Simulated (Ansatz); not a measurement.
# NbRh: a relaxation

Wanted: a converged relaxation for NbRh, and a check of what comes out. The structure is shown as the input types it.

Program: Ansatz 0.2.0. Level of theory: DFT, r2SCAN, PAW with Ansatz's default frozen-core files, scalar-relativistic; relaxation of cell and atoms. These are calculated values, not measurements.

**1. The structure to begin with**

Symmetry: P4/mmm, No. 123, tetragonal system. Conventional cell: a = 2.842 Å, b = 2.842 Å, c = 3.809 Å, α = 90.00°, β = 90.00°, γ = 90.00°. Around Nb (site symmetry 4/mmm) lie 8 Rh at 2.77 Å and 4 Nb at 2.84 Å. Around Rh (site symmetry 4/mmm) lie 8 Nb at 2.77 Å and 4 Rh at 2.84 Å.

Structure file:

```cif
data_structure
_symmetry_space_group_name_H-M 'P 1'
_symmetry_Int_Tables_number 1
_cell_length_a 2.8420
_cell_length_b 2.8420
_cell_length_c 3.8090
_cell_angle_alpha 90.000
_cell_angle_beta 90.000
_cell_angle_gamma 90.000
_cell_volume 30.77
loop_
_atom_site_label
_atom_site_type_symbol
_atom_site_fract_x
_atom_site_fract_y
_atom_site_fract_z
_atom_site_occupancy
Nb1 Nb 0.00000 0.00000 0.00000 1
Rh1 Rh 0.50000 0.50000 0.50000 1
```

**2. The run**

File input.yaml:

```yaml
crystal:
  lattice:
    - [2.842, 0.0, 0.0]
    - [0.0, 2.842, 0.0]
    - [0.0, 0.0, 3.809]
  atoms:
    - { symbol: Nb, position: [0.0, 0.0, 0.0] }
    - { symbol: Rh, position: [0.5, 0.5, 0.5] }
kpoints:
  mp_grid: { grid: [1, 1, 1] }
scf:
  occupations: { method: fermi_dirac, width: 0.05 }
  max_iter: 75
hamiltonian:
  xc: r2scan
  pseudopotentials: { kind: paw }
relax:
  f_tol: 0.002
  max_steps: 80
  cell: {}
output:
  forces: true
  stress: true
```

Started as:

```
ansatz run input.yaml --threads 1 --pin off --max-ram 3072MiB --backend cpu --events-out ev --progress --plain --runs-dir out
```

**Question.** How will this run end, and is anything wrong with its input?

This run ends as converged. That alone doesn't make the input a sound one.

Look at the input: kpoints.mp_grid.grid is [1, 1, 1]. The zone is sampled at a single point, which suits only large cells or molecules.

Run again and compare: set kpoints.mp_grid.grid to [14, 14, 10].
